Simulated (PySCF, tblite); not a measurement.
**C₆H₅OP: infrared bands and NMR shifts**

Aim: predict the infrared bands and NMR shifts of C₆H₅OP (`C#Cc1coc(C)p1`).

Computed with tblite 0.8.0 and PySCF 2.14.0, with density-fitted response routines of our own, on a single molecule in the gas phase. Atoms are numbered from 0 throughout.

## 1. The starting structure

13 atoms, charge 0, multiplicity 1; geometry from: GFN2-xTB.

Bonds of the start (Å): C0–C1 1.20, C1–C2 1.40, C2–C3 1.36, C3–O4 1.33, O4–C5 1.34, C5–C6 1.49, C5–P7 1.72, P7–C2 1.79, C0–H8 1.05, C3–H9 1.08, C6–H10 1.09, C6–H11 1.09, C6–H12 1.09.

## 2. Infrared spectrum with GFN2-xTB

What the job is given:

```
{"job": {"kind": "ir", "xc": "GFN2-xTB", "basis": "xTB"}, "charge": 0, "multiplicity": 1}
C      3.180239     1.770022    -1.089750
C      2.146032     1.241239    -0.784551
C      0.960236     0.597344    -0.394255
C     -0.271105     0.831637    -0.931983
O     -1.267249     0.110869    -0.416783
C     -0.837899    -0.716363     0.550117
C     -1.878371    -1.573373     1.190995
P      0.848783    -0.649850     0.882473
H      4.075714     2.239732    -1.366796
H     -0.535127     1.521397    -1.713592
H     -1.891604    -1.422713     2.269529
H     -1.679037    -2.628126     1.003433
H     -2.855000    -1.321328     0.783434
```

**Question.** This job is followed by: GIAO PBE0/pcSseg-1 NMR shielding, non-relativistic, gas phase. What will the session give for the following? strongest single infrared mode (GFN2-xTB); zero-point energy (GFN2-xTB); 13C shifts against TMS (PBE0/pcSseg-1); 1H shifts against TMS (PBE0/pcSseg-1, means over atoms taken as alike); 17O shifts against H2O (PBE0/pcSseg-1); 31P shifts against H3PO4 (PBE0/pcSseg-1).

As calculated:

| quantity | value |
| --- | --- |
| strongest single infrared mode (GFN2-xTB) | 1260 cm⁻¹, 98 km/mol |
| zero-point energy (GFN2-xTB) | 55.5 kcal/mol |
| 13C shifts against TMS (PBE0/pcSseg-1) | 206.7, 157.7, 131.8, 93.9, 80.6, 21.1 ppm |
| 1H shifts against TMS (PBE0/pcSseg-1, means over atoms taken as alike) | 8.10, 3.14, 2.95 ppm |
| 17O shifts against H2O (PBE0/pcSseg-1) | 363.6 ppm |
| 31P shifts against H3PO4 (PBE0/pcSseg-1) | 142.8 ppm |

**Reading.** The lowest mode is imaginary (80i cm⁻¹), so the xTB geometry is not a minimum. The strongest single mode, at 1260 cm⁻¹, has its largest shares on C5, H9 and O4 (the list is cut at 3 atoms). Unscaled tight-binding wavenumbers are off by several per cent, some by more. Its intensities can rank the bands wrongly. At PBE0/pcSseg-1: Shielding is most anisotropic at P7 (span 480 ppm, paramagnetic term -793 ppm). NICS(1)zz of -23 ppm above the planar ring from C2 marks a diatropic (aromatic) ring current.
